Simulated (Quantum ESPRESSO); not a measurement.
Runs of Quantum ESPRESSO 7.5 on AgRh. The structure is hexagonal, space group P-6m2 (No. 187). Conventional cell: a = 2.778 Å, b = 2.778 Å, c = 4.809 Å, α = 90.00°, β = 90.00°, γ = 120.00°. Around Ag (site symmetry -6m2) lie 6 Ag at 2.78 Å and 6 Rh at 2.89 Å. Rh (site symmetry -6m2) is surrounded by 6 Rh at 2.78 Å and 6 Ag at 2.89 Å. The cell comes from a database or a generator and needn't be the stable form of this composition.

| task | level | potentials or basis | k mesh | cutoff (eV) | symmetry | SCF threshold | k mesh for the Wannier functions | mesh quality | gap on the mesh (eV) | pressure (GPa) | V0 of scaled cells (Å³/atom) | B0 (GPa) |
| --- | --- | --- | --- | --- | --- | --- | --- | --- | --- | --- | --- | --- |
| equation of state | r2SCAN | SG15 PBE 1.2 | 7 × 7 × 4 | 952 | off | 1e-08 Ry | - | coarse | - | - | 15.32 | 177 |
| single point | PBE | SSSP 1.3 efficiency PBE | 11 × 11 × 6 | 816 | - | 4e-10 Ry | - | not flagged | none | -2.7 | - | - |
| band structure | PBEsol | GBRV 1.5 PBEsol | 11 × 11 × 6 | 762 | - | 4e-10 Ry | - | not flagged | none | -10.6 | - | - |
| equation of state | PBE | SSSP 1.3 efficiency PBE | 11 × 11 × 6 | 816 | - | 4e-10 Ry | - | not flagged | - | - | (a) | 159 |
| Wannier functions | PBE | PseudoDojo 0.4.1 SR PBE standard | 9 × 9 × 5 | 1197 | - | 4e-10 Ry | 7 × 7 × 4 | not flagged | none | (b) | - | - |

Alike in all rows: no spin polarisation; cell as given; smearing fermi-dirac 0.05 eV.

Problem. Fill in the values left out.

Solution. (a) 15.81; (b) -2.1.

Caveats: some runs use coarse meshes; the cell was scaled at fixed shape and fractional positions, which overstates the stiffness of a crystal with free parameters, most of all of layers and chains (some runs); the potentials were made for another functional, which shifts forces and pressure (some runs); the Wannier minimisation didn't converge (some runs).

A k mesh can miss the band edges, and the runs leave out spin-orbit coupling on Ag, Rh.

A gap of «none» marks a metal or a gap under the smearing width.

Not every run made on this cell is shown here.
